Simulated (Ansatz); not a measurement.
# SnSe2: the cost of one run

Program: Ansatz 0.2.0. Level of theory: DFT, PBE, plane-wave PAW, default files, scalar-relativistic, as far as a step names no other. These are calculated values, not measurements.

## 1. Starting point

It takes space group P-3m1 (No. 164, trigonal). The conventional cell has a = 3.811 Å, b = 3.811 Å, c = 6.136 Å, α = 90.00°, β = 90.00°, γ = 120.00°. Sn (site symmetry -3m) has 6 Se at 2.68 Å as nearest neighbours. Se (site symmetry 3m) has 3 Sn at 2.68 Å as nearest neighbours.

Coordinates:

```
Sn Se
1.0
     3.81100    0.00000    0.00000
    -1.90550    3.30042    0.00000
     0.00000    0.00000    6.13600
Sn Se
1 2
Direct
  0.00000 0.00000 0.00000
  0.33333 0.66667 0.24900
  0.66667 0.33333 0.75100
```

The earlier run gave: gap on the mesh 0.71 eV, largest force 0.790 eV/Å, pressure 5.5 GPa.

Site by site (atoms counted from 1):

```tsv
site	atoms	first shell	V_zz (10²¹ V/m²)	η	C_Q (MHz)
Sn	1	6 Se at 2.68 Å	0.29	0.00	–
Se	2, 3	3 Sn at 2.68 Å	-10.00	0.00	–
```

C_Q = eQV_zz/h, which is 24.18 MHz for Q = 1 b and V_zz = 10²¹ V/m²; η = (V_xx − V_yy)/V_zz. Q values from Pyykkö, Mol. Phys. 116, 1328 (2018). A dash under C_Q marks elements without a common quadrupolar isotope.

## 2. Z stretched by +2 %, ions relaxed

input.yaml reads:

```yaml
crystal:
  lattice:
    - [3.811, 0.0, 0.0]
    - [-1.9055, 3.3004228138, 0.0]
    - [0.0, 0.0, 6.25872]
  atoms:
    - { symbol: Sn, position: [0.0, 0.0, 0.0] }
    - { symbol: Se, position: [0.3333333333, 0.6666666667, 0.2617028904] }
    - { symbol: Se, position: [0.6666666667, 0.3333333333, 0.7382971096] }
kpoints:
  mp_grid: { grid: [13, 13, 7] }
scf:
  occupations: { method: fermi_dirac, width: 0.02 }
hamiltonian:
  xc: pbe
  pseudopotentials: { kind: paw }
output:
  forces: true
  stress: true
  populations: true
  efg: { quadrupole_moments_barn: { Sn: -0.132 }, contact_densities: true }
  write_density: true
  write_potential: true
  elf: true
  volumetric_format: npy
relax:
  f_tol: 0.02
  max_steps: 60
```

The run is started by

```
$ ansatz run input.yaml --threads 1 --pin off --max-ram 3072MiB --backend cpu --events-out ev --progress --plain --runs-dir out
```

Q: Estimate wall time and peak memory on 1 thread of Arm Neoverse V2, shared host.

About 54 s, with a peak of 0.55 GiB.
